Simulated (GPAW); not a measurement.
The system is WS.

```xyz
2
Lattice="3.0079 0.0000 0.0000 0.0000 3.0079 0.0000 0.0000 0.0000 3.0079" Properties=species:S:1:pos:R:3 pbc="T T T"
W     1.5039    1.5039    1.5039
S     0.0000    0.0000    0.0000
```

The cell was built by a generator and needn't be a form met in nature.

Base run:

| Quantity | Value |
| --- | --- |
| Program | GPAW 26.7.0 |
| Functional | PBE |
| Potentials or basis | GPAW PAW data sets (gpaw-data 1.2.1) |
| Cutoff | 600 eV |
| Basis | pw |
| k mesh | 9 × 9 × 9 |
| Occupations | fermi-dirac, width 0.05 eV |
| Spin | no spin polarisation |
| Hubbard terms | W d U = 2 eV |

Its results: pressure 1.4 GPa.

The run is repeated on the same cell with these changes: hubbard terms from W d U = 2 eV to W d U = 1 eV. What comes out?

Pressure 0.7 GPa.

Caveats: U without spin polarisation on a metal has little footing.
